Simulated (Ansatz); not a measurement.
**ClH₃Se₃Si: geometry and vibrations**

The task is to find a stationary geometry of ClH₃Se₃Si, check the end point by its vibrations and derive ideal-gas thermochemistry, and look at its orbitals and charge.

Method: RKS PBE0-D4/def2-TZVP; program: Ansatz 0.2.0, Gaussian basis.

The runs, in order: relaxation at PBE-D4/def2-SVP; relaxation at PBE0-D4/def2-TZVP; harmonic vibrations at the same level; a single point in def2-TZVPP for the fields.

### 1 The system as given

SMILES `Cl[Si]([SeH])([SeH])[SeH]`, 8 atoms, charge 0, spin multiplicity 1.

Atoms are counted from 1 here; the program's logs count them from 0.

Bond lengths: Cl1–Si2 2.057 Å, Si2–Se3 2.248 Å, Si2–Se4 2.296 Å, Si2–Se5 2.288 Å, Se3–H6 1.555 Å, Se4–H7 1.583 Å, Se5–H8 1.513 Å. Angles: Cl1–Si2–Se3 108.2°, Cl1–Si2–Se4 111.9°, Cl1–Si2–Se5 109.8°, Se3–Si2–Se4 107.5°, Se3–Si2–Se5 109.5°, Se4–Si2–Se5 110.0°, Si2–Se3–H6 91.7°, Si2–Se4–H7 88.0°, Si2–Se5–H8 89.0°.

Geometry (Å):

```mol
ClH3Se3Si
  3D, bonds by distance, orders not assigned

  8  7  0  0  0  0  0  0  0  0999 V2000
   -1.1042    0.5013    1.7518 Cl  0  0
    0.1409   -0.1598    0.2539 Si  0  0
    2.1907   -0.4575    1.1275 Se  0  0
    0.3290    1.3757   -1.4432 Se  0  0
   -0.6309   -2.1482   -0.5740 Se  0  0
    2.2960    1.0464    1.5086 H   0  0
   -1.2300    1.2307   -1.6735 H   0  0
   -1.8993   -1.4456   -1.0070 H   0  0
  1  2  8  0
  2  3  8  0
  2  4  8  0
  2  5  8  0
  3  6  8  0
  4  7  8  0
  5  8  8  0
M  END
```

The start is a force-field geometry with small random shifts, so a cheaper pass at PBE-D4/def2-SVP comes first.

### 2 Optimising with PBE-D4/def2-SVP (cheap first pass)

The input, in.yaml:

```yaml
crystal:
  periodic: [false, false, false]
  atoms:
    - {symbol: Cl, position_ang: [-1.104200, 0.501300, 1.751800]}
    - {symbol: Si, position_ang: [0.140900, -0.159800, 0.253900]}
    - {symbol: Se, position_ang: [2.190700, -0.457500, 1.127500]}
    - {symbol: Se, position_ang: [0.329000, 1.375700, -1.443200]}
    - {symbol: Se, position_ang: [-0.630900, -2.148200, -0.574000]}
    - {symbol: H, position_ang: [2.296000, 1.046400, 1.508600]}
    - {symbol: H, position_ang: [-1.230000, 1.230700, -1.673500]}
    - {symbol: H, position_ang: [-1.899300, -1.445600, -1.007000]}
basis:
  gaussian: {orbitals: def2-SVP}
hamiltonian: {xc: pbe, dispersion: d4}
relax: {f_tol: 0.03, max_steps: 200}
```

Command:

```
> ansatz run in.yaml --threads 4 --pin off --events-out ev --progress --plain --max-ram 11315MiB
```

The log of the run, shortened:

```text
Functional definition: PBE
  name "PBE"
  cite "Perdew, Burke & Ernzerhof, Phys. Rev. Lett. 77, 3865 (1996) doi:10.1103/PhysRevLett.77.3865"
  parent pbe
[...]
1603 factors; their error is unknown
[...]
mean field -216432.56317976 eV, -7953.7499935957 hartree, gradient 2.4e-5 eV, S^2 0.000000; 0 other end points of the search recorded, 0 dependent functions left out
[...]
reference -216432.56321195 eV, -7953.7499947787 hartree; 68, 68 occupied and 79, 79 virtual orbitals, 1603 factors
relax step   1: F+E_penalty+E_count = -216432.96344668 eV  Δ(F+E_penalty+E_count) = +0.000e0 eV  max|allowed force component| = 1.594e0 eV/Å  Δτ_max = 0.0000 Å  (27 SCF iters, accepted)
[...]
relax step  10: F+E_penalty+E_count = -216433.19840245 eV  Δ(F+E_penalty+E_count) = -3.192e-3 eV  max|allowed force component| = 3.129e-2 eV/Å  Δτ_max = 0.0731 Å  (29 SCF iters, accepted)
[...]
relax step  19: F+E_penalty+E_count = -216433.22574596 eV  Δ(F+E_penalty+E_count) = -9.221e-4 eV  max|allowed force component| = 1.301e-1 eV/Å  Δτ_max = 0.0451 Å  (28 SCF iters, accepted)
[...]
relax step  28: F+E_penalty+E_count = -216433.24471527 eV  Δ(F+E_penalty+E_count) = -7.152e-3 eV  max|allowed force component| = 1.359e-1 eV/Å  Δτ_max = 0.1133 Å  (28 SCF iters, accepted)
[...]
relax step  36: F+E_penalty+E_count = -216433.26635382 eV  Δ(F+E_penalty+E_count) = -1.039e-3 eV  max|allowed force component| = 1.148e-2 eV/Å  Δτ_max = 0.0271 Å  (27 SCF iters, accepted)
[...]
relax step  37: F+E_penalty+E_count = -216433.26682878 eV  Δ(F+E_penalty+E_count) = -4.750e-4 eV  max|allowed force component| = 2.490e-2 eV/Å  Δτ_max = 0.0437 Å  (27 SCF iters, accepted)
1603 factors; their error is unknown
mean field -216432.87216471 eV, -7953.7613485834 hartree, gradient 1.9e-5 eV, S^2 0.000000; 1 other end points of the search recorded, 0 dependent functions left out
[...]
reference -216432.87219730 eV, -7953.7613497808 hartree; 68, 68 occupied and 79, 79 virtual orbitals, 1603 factors
Total energy: -216433.26686137 eV, -7953.7758534179 hartree
Atom 0 at    -1.202079     0.818078     1.906065 Å, force    -0.000747     0.000403    -0.007482 eV/Å
Atom 1 at    -0.123260    -0.044056     0.340474 Å, force    -0.001912    -0.015297    -0.007359 eV/Å
Atom 2 at     2.000402    -0.649959     0.935843 Å, force    -0.005158     0.024902     0.000241 eV/Å
Atom 3 at     0.100582     1.425912    -1.401920 Å, force    -0.002123     0.010392     0.000859 eV/Å
Atom 4 at    -1.294498    -1.958072    -0.121816 Å, force     0.002523    -0.010039    -0.012336 eV/Å
Atom 5 at     2.453427     0.766136     1.025750 Å, force     0.004452    -0.011656    -0.003112 eV/Å
Atom 6 at    -1.344090     1.784900    -1.384893 Å, force     0.012476    -0.006437     0.009829 eV/Å
Atom 7 at    -0.498285    -2.199937    -1.355405 Å, force    -0.009510     0.007733     0.019360 eV/Å
Dipole moment:     0.059489     0.066470    -0.221732 e Å
```

It took 59 s on 4 threads of AMD EPYC 7R43, shared host.

Step by step: (not every step is listed) (the energy doesn't fall at every step)

```
step  energy from step 1 (eV)  largest force component (eV/Å)
   1                   0.0000                          1.5937
   2                  -0.1528                          0.4837
   3                  -0.2035                          0.0995
   4                  -0.2121                          0.0851
   5                  -0.2224                          0.0629
   6                  -0.2210                          0.4641
   7                  -0.2277                          0.0399
   8                  -0.2318                          0.0310
   9                  -0.2258                          0.4565
  11                  -0.2375                          0.1384
  13                  -0.2432                          0.2534
  15                  -0.2475                          0.3148
  17                  -0.2605                          0.0361
  19                  -0.2623                          0.1301
  21                  -0.2641                          0.0368
  23                  -0.2659                          0.0505
  25                  -0.2690                          0.0553
  27                  -0.2741                          0.2353
  29                  -0.2796                          0.5836
  31                  -0.2921                          0.2487
  32                  -0.2991                          0.0784
  33                  -0.2757                          0.3248
  34                  -0.3019                          0.0607
  35                  -0.3011                          0.0716
  36                  -0.3029                          0.0115
  37                  -0.3034                          0.0249
```

The force was under the threshold of 0.03 eV/Å already at step 36, but the program went on to step 37.

Distances of close pairs at the start and the end, largest changes first:

```
   bond  before (Å)  after (Å)  change (Å)
 Se4–H7       1.583      1.489      -0.094
 Se3–H6       1.555      1.490      -0.065
Si2–Se3       2.248      2.287      +0.039
Cl1–Si2       2.057      2.088      +0.031
 Se5–H8       1.513      1.488      -0.025
Si2–Se4       2.296      2.291      -0.006
Si2–Se5       2.288      2.291      +0.003
```

### 3 Optimising with PBE0-D4/def2-TZVP

The input, in.yaml:

```yaml
crystal:
  periodic: [false, false, false]
  atoms:
    - {symbol: Cl, position_ang: [-1.202079, 0.818078, 1.906065]}
    - {symbol: Si, position_ang: [-0.123260, -0.044056, 0.340474]}
    - {symbol: Se, position_ang: [2.000402, -0.649959, 0.935843]}
    - {symbol: Se, position_ang: [0.100582, 1.425912, -1.401920]}
    - {symbol: Se, position_ang: [-1.294498, -1.958072, -0.121816]}
    - {symbol: H, position_ang: [2.453427, 0.766136, 1.025750]}
    - {symbol: H, position_ang: [-1.344090, 1.784900, -1.384893]}
    - {symbol: H, position_ang: [-0.498285, -2.199937, -1.355405]}
basis:
  gaussian: {orbitals: def2-TZVP}
hamiltonian: {xc: pbe0, dispersion: d4}
relax: {f_tol: 0.005, max_steps: 150}
```

Launched as before.

The log of the run, shortened:

```text
Functional definition: PBE0
  name "PBE0"
  cite "Adamo & Barone, J. Chem. Phys. 110, 6158 (1999) doi:10.1063/1.478522"
  cite "Perdew, Burke & Ernzerhof, Phys. Rev. Lett. 77, 3865 (1996) doi:10.1103/PhysRevLett.77.3865"
  parent pbe
[...]
1904 factors; their error is unknown
[...]
mean field -216472.19116788 eV, -7955.2062952985 hartree, gradient 3.6e-5 eV, S^2 0.000000; 0 other end points of the search recorded, 0 dependent functions left out
[...]
reference -216472.19119944 eV, -7955.2062964580 hartree; 68, 68 occupied and 168, 168 virtual orbitals, 1904 factors
relax step   1: F+E_penalty+E_count = -216472.53547751 eV  Δ(F+E_penalty+E_count) = +0.000e0 eV  max|allowed force component| = 4.610e-1 eV/Å  Δτ_max = 0.0000 Å  (28 SCF iters, accepted)
[...]
reference -216472.22280970 eV, -7955.2074581138 hartree; 68, 68 occupied and 168, 168 virtual orbitals, 1904 factors
Total energy: -216472.57111774 eV, -7955.2202581981 hartree
Atom 0 at    -1.174727     0.810556     1.880370 Å, force     0.000417     0.000139     0.000768 eV/Å
Atom 1 at    -0.119851    -0.043764     0.339536 Å, force    -0.000182    -0.001495    -0.002664 eV/Å
Atom 2 at     1.978958    -0.640149     0.938802 Å, force     0.000437     0.000345     0.000768 eV/Å
Atom 3 at     0.096104     1.413112    -1.380232 Å, force    -0.000874     0.000728     0.001007 eV/Å
Atom 4 at    -1.285883    -1.929157    -0.128733 Å, force     0.000329     0.001952     0.000090 eV/Å
Atom 5 at     2.433788     0.757173     1.016665 Å, force    -0.000807    -0.000015    -0.000126 eV/Å
Atom 6 at    -1.337706     1.741314    -1.375211 Å, force     0.000938    -0.000874    -0.000002 eV/Å
Atom 7 at    -0.498483    -2.166084    -1.347098 Å, force    -0.000259    -0.000780     0.000158 eV/Å
Dipole moment:     0.048911     0.063164    -0.201259 e Å
```

Wall time 66 s (4 threads of AMD EPYC 7R43, shared host); peak memory 1.2 GiB.

Along the way:

```
step  energy from step 1 (eV)  largest force component (eV/Å)
   1                   0.0000                          0.4610
   2                  -0.0347                          0.0886
   3                  -0.0350                          0.0535
   4                  -0.0355                          0.0065
   5                  -0.0356                          0.0029
   6                  -0.0356                          0.0057
   7                  -0.0356                          0.0065
   8                  -0.0356                          0.0027
```

The force was under the threshold of 0.005 eV/Å already at step 5, but the program went on to step 8.

Distances of close pairs at the start and the end, largest changes first:

```
   bond  before (Å)  after (Å)  change (Å)
Cl1–Si2       2.088      2.053      -0.034
Si2–Se4       2.291      2.264      -0.026
Si2–Se5       2.291      2.266      -0.025
Si2–Se3       2.287      2.263      -0.025
 Se5–H8       1.488      1.470      -0.018
 Se3–H6       1.490      1.472      -0.018
 Se4–H7       1.489      1.471      -0.018
```

Mulliken charges of the relaxed molecule (report file):

```
atom  value (e)
 Cl1      -0.20
 Si2       0.41
 Se3      -0.22
 Se4      -0.22
 Se5      -0.22
  H6       0.14
  H7       0.14
  H8       0.15
```

### 4 Harmonic vibrations

The input, in.yaml:

```yaml
crystal:
  periodic: [false, false, false]
  atoms:
    - {symbol: Cl, position_ang: [-1.174727, 0.810556, 1.880370]}
    - {symbol: Si, position_ang: [-0.119851, -0.043764, 0.339536]}
    - {symbol: Se, position_ang: [1.978958, -0.640149, 0.938802]}
    - {symbol: Se, position_ang: [0.096104, 1.413112, -1.380232]}
    - {symbol: Se, position_ang: [-1.285883, -1.929157, -0.128733]}
    - {symbol: H, position_ang: [2.433788, 0.757173, 1.016665]}
    - {symbol: H, position_ang: [-1.337706, 1.741314, -1.375211]}
    - {symbol: H, position_ang: [-0.498483, -2.166084, -1.347098]}
basis:
  gaussian: {orbitals: def2-TZVP}
hamiltonian: {xc: pbe0, dispersion: d4}
phonons: {temperatures: {t_min: 298.15, t_max: 900, t_step: 200}}
```

Launched as before.

The log of the run, shortened:

```text
Functional definition: PBE0
  name "PBE0"
  cite "Adamo & Barone, J. Chem. Phys. 110, 6158 (1999) doi:10.1063/1.478522"
  cite "Perdew, Burke & Ernzerhof, Phys. Rev. Lett. 77, 3865 (1996) doi:10.1103/PhysRevLett.77.3865"
  parent pbe
[...]
1904 factors; their error is unknown
[...]
mean field -216472.22278343 eV, -7955.2074571483 hartree, gradient 1.9e-5 eV, S^2 0.000000; 0 other end points of the search recorded, 0 dependent functions left out
[...]
reference -216472.22281468 eV, -7955.2074582969 hartree; 68, 68 occupied and 168, 168 virtual orbitals, 1904 factors
[...]
1904 factors; their error is unknown
mean field -216472.22272774 eV, -7955.2074551017 hartree, gradient 2.0e-6 eV, S^2 0.000000; 0 other end points of the search recorded, 0 dependent functions left out
[...]
Atom 0 at    -1.174727     0.810556     1.880370 Å, force     0.000388     0.000152     0.000750 eV/Å
Atom 1 at    -0.119851    -0.043764     0.339536 Å, force     0.000010    -0.001485    -0.002660 eV/Å
Atom 2 at     1.978958    -0.640149     0.938802 Å, force     0.000295     0.000319     0.000804 eV/Å
Atom 3 at     0.096104     1.413112    -1.380232 Å, force    -0.000976     0.000823     0.000946 eV/Å
Atom 4 at    -1.285883    -1.929157    -0.128733 Å, force     0.000311     0.001948     0.000057 eV/Å
Atom 5 at     2.433788     0.757173     1.016665 Å, force    -0.000721    -0.000033    -0.000117 eV/Å
Atom 6 at    -1.337706     1.741314    -1.375211 Å, force     0.000945    -0.000963     0.000035 eV/Å
Atom 7 at    -0.498483    -2.166084    -1.347098 Å, force    -0.000252    -0.000762     0.000184 eV/Å
Dipole moment:     0.048911     0.063162    -0.201259 e Å
Vibrations: 69.13 81.06 121.03 136.90 139.35 187.12 214.34 250.55 259.90 458.59 467.47 543.01 647.78 670.67 681.40 2427.51 2431.44 2440.82 cm⁻¹, zero-point energy 0.758043 eV
```

Wall time 5.1 min (4 threads of AMD EPYC 7R43, shared host); peak memory 1.2 GiB.

Motions are named by where the mode's potential energy lies. The modes, unscaled (a negative number is an imaginary wavenumber):

```
mode  cm⁻¹             motion
   1    69               bend
   2    81               bend
   3   121  torsion with bend
   4   137  torsion with bend
   5   139  bend with torsion
   6   187            torsion
   7   214            torsion
   8   251            torsion
   9   260      Si–Se stretch
  10   459      Si–Se stretch
  11   467      Si–Se stretch
  12   543      Si–Cl stretch
  13   648               bend
  14   671               bend
  15   681               bend
  16  2428       Se–H stretch
  17  2431       Se–H stretch
  18  2441       Se–H stretch
```

From these modes and the moments of inertia (298.15 K, 1 bar, symmetry number 1):

```
                term            value
   zero-point energy    17.5 kcal/mol
          H(298) − E    24.1 kcal/mol
entropy, translation  180.1 J/(mol K)
   entropy, rotation  133.2 J/(mol K)
  entropy, vibration  115.3 J/(mol K)
      entropy, total  428.6 J/(mol K)
```

### 5 Fields at the relaxed geometry

in.yaml: that of step 4 with these lines changed.

```diff
@@ -12,4 +12,4 @@
 basis:
-  gaussian: {orbitals: def2-TZVP}
+  gaussian: {orbitals: def2-TZVPP}
 hamiltonian: {xc: pbe0, dispersion: d4}
-phonons: {temperatures: {t_min: 298.15, t_max: 900, t_step: 200}}
+output: {orbitals: {seedname: orbitals}}
```

Same command.

The log of the run:

```text
Functional definition: PBE0
  name "PBE0"
  cite "Adamo & Barone, J. Chem. Phys. 110, 6158 (1999) doi:10.1063/1.478522"
  cite "Perdew, Burke & Ernzerhof, Phys. Rev. Lett. 77, 3865 (1996) doi:10.1103/PhysRevLett.77.3865"
  parent pbe
  parameter a = 0.25
  parameter kappa = 0.804
  parameter beta = 0.06672455060314922
  exchange = (1 - a)*pbe_x(kappa = kappa, mu = beta*pi^2/3) + a*exact_x
  correlation = pbe_c(beta = beta)
2029 factors; their error is unknown
mean field evaluation 1: about -216470.4142 eV, gradient 1.6e1 eV
mean field evaluation 2: about -216470.7870 eV, gradient 9.7e0 eV
mean field evaluation 4: about -216470.9826 eV, gradient 5.3e-1 eV
mean field evaluation 8: about -216472.2660 eV, gradient 2.4e-1 eV
mean field evaluation 16: about -216472.2661 eV, gradient 5.8e-5 eV
mean field -216472.26607997 eV, -7955.2090482667 hartree, gradient 5.8e-5 eV, S^2 0.000000; 0 other end points of the search recorded, 0 dependent functions left out
reference -216472.26611154 eV, -7955.2090494272 hartree; 68, 68 occupied and 202, 202 virtual orbitals, 2029 factors
Total energy: -216472.61441958 eV, -7955.2218495115 hartree
```

It took 6.5 s on 4 threads of AMD EPYC 7R43, shared host; peak memory 1.6 GiB.

The fields below are evaluated on a grid from the run's orbitals.

Frontier orbitals at PBE0-D4/def2-TZVPP, with the share of their density that lies nearest to each atom:

```
orbital  energy (eV)                                       lies on
 HOMO-1        -7.56                     Se3 71 %; H6 9 %; Se5 6 %
   HOMO        -7.26             Se4, Se5 about 39 % each; Se3 7 %
   LUMO        -1.08  Si2 23 %; Se4, Se5 about 20 % each; Se3 13 %
```

ELF in a plane through or near 3 of the atoms.

Values, 10 rows by 14 columns:
```
0.00 0.00 0.00 0.00 0.00 0.00 0.00 0.00 0.00 0.00 0.00 0.00 0.00 0.00
0.00 0.00 0.00 0.01 0.02 0.01 0.00 0.01 0.04 0.03 0.01 0.00 0.00 0.00
0.00 0.00 0.06 0.50 0.75 0.55 0.05 0.09 0.40 0.41 0.17 0.02 0.00 0.00
0.00 0.00 0.21 0.72 0.28 0.28 0.39 0.15 0.57 0.81 0.65 0.19 0.01 0.00
0.00 0.01 0.31 0.75 0.34 0.28 0.81 0.34 0.50 0.59 0.62 0.38 0.03 0.00
0.00 0.01 0.82 1.00 0.81 0.31 0.36 0.44 0.43 0.10 0.14 0.09 0.00 0.00
0.00 0.00 0.08 0.25 0.01 0.23 0.76 0.54 0.51 0.28 0.02 0.00 0.00 0.00
0.00 0.00 0.00 0.00 0.08 0.72 0.85 0.65 0.98 0.98 0.46 0.00 0.00 0.00
0.00 0.00 0.00 0.00 0.01 0.27 0.49 0.30 0.64 0.72 0.09 0.00 0.00 0.00
0.00 0.00 0.00 0.00 0.00 0.00 0.00 0.01 0.00 0.00 0.00 0.00 0.00 0.00
```
The map spans 10.6 Å across and 9.7 Å up, centred on the molecule. Atoms in the plane (x, y in Å): Se3 (-1.9, 1.3), H6 (-2.7, 0.1), H7 (1.2, -2.3).

On the surface of density 0.002 e/bohr³ the electrostatic potential runs, from the 1st to the 99th percentile, from -0.43 V near Se3 to 1.34 V near H7.

### 6 What came out

| quantity | value |
| --- | --- |
| point group | C1 |
| steps | 37 + 8 |
| shift from the start (rms) | 0.735 Å |
| total energy | -216472.5711 eV |
| dispersion term | -348 meV |
| dipole moment | 1.04 D |
| lowest, highest wavenumber | 69, 2441 cm⁻¹ |
| zero-point energy | 17.5 kcal/mol |
| entropy at 298.15 K | 428.6 J/(mol K) |
| HOMO, LUMO | -7.26, -1.08 eV |

The atoms moved 0.74 Å (rms) from the start; the bond that changed most is Se4–H7, from 1.583 to 1.471 Å. No mode is imaginary: a true minimum at this level. The stiffest mode, 2441 cm⁻¹, is an Se–H stretch, and 6 modes under 200 cm⁻¹ make the vibrational entropy uncertain. Harmonic hybrid wavenumbers usually lie a few per cent above measured fundamentals. The largest Mulliken charge, +0.41 e, sits on Si2. The HOMO lies mostly on Se4, Se5 about 39 % each; Se3 7 % and the LUMO on Si2 23 %; Se4, Se5 about 20 % each.
